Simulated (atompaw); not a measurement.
# Boron: generating and testing a PAW (atompaw) potential

Do these settings give a usable potential? It is generated, then checked for scattering, ghosts and hardness.

The numbers are computed with atompaw 4.2.0.5 (PBE, scalar-relativistic, spin-unpolarised reference atom).

## Step 1: The design

Typed settings, in words:

| Item | Value |
| --- | --- |
| element | boron (B, Z = 5) |
| type | PAW |
| frozen core | [He] |
| valence charge | 3 |
| reference configuration | 2s1.5 2p0 (charge +1.5) |
| partial waves | 2s (bound): rc 3.00 bohr; 2s channel at -0.6 Ry: rc 1.55 bohr; 2p (bound, empty): rc 3.00 bohr; 2p channel at 1 Ry: rc 3.00 bohr |
| local potential | ultrasoft scheme with l = 2 at 0 Ry, radius 2.90 bohr |
| core correction | smooth core density matched at 2.65 bohr |
| augmentation charge | besselshape compensation charge, radius 2.50 bohr; PAW radius 3.00 bohr; waves and projectors: custom rrkj vanderbiltortho |

## Step 2: Generation

B.input

```
B 5
GGA-PBE scalarrelativistic loggrid 1500 logderivrange -4 5 226
2 2 0 0 0 0
2 0 1.5
2 1 0
0 0 0
c
v
v
1
3.00 2.50 2.90 2.65
y
-0.6
n
y
1
n
custom rrkj vanderbiltortho besselshape
2 0 ultrasoft
3.00
1.55
3.00
3.00
PWSCFOUT
UPFDX 0.0125d0 UPFXMIN -7.d0 UPFZMESH 5.d0
END
```

The run is started by

```bash
$ atompaw < B.input > B.log
```

Before running it: what results should come out? Wanted: cutoffs for 10 and 1 mRy, occupied levels; bound ghosts; largest phase difference near zero energy, channels read; lowest eigenvalue of the overlap; share of valence orbitals outside the PAW sphere; UPF file.

As calculated:

| quantity | value |
| --- | --- |
| cutoffs for 10 and 1 mRy, occupied levels | 6 Ry or less and 6 Ry or less |
| bound ghosts | s at -63.73 eV |
| largest phase difference near zero energy, channels read | 0.037 rad |
| lowest eigenvalue of the overlap (Bessel basis) | 0.648 (s) |
| share of valence orbitals outside the PAW sphere | 2s 5 %, 2p 7 % |
| UPF file | written |

In words: It has a bound ghost (s), a state that the atom doesn't have, and that rules the file out. The potential is soft on the atom at that tolerance: the looser tolerance needs 6 Ry or less. Near zero energy the largest phase difference among the channels read is 0.04 rad, in the p channel. These are tests on the free atom; a crystal test is still owed.
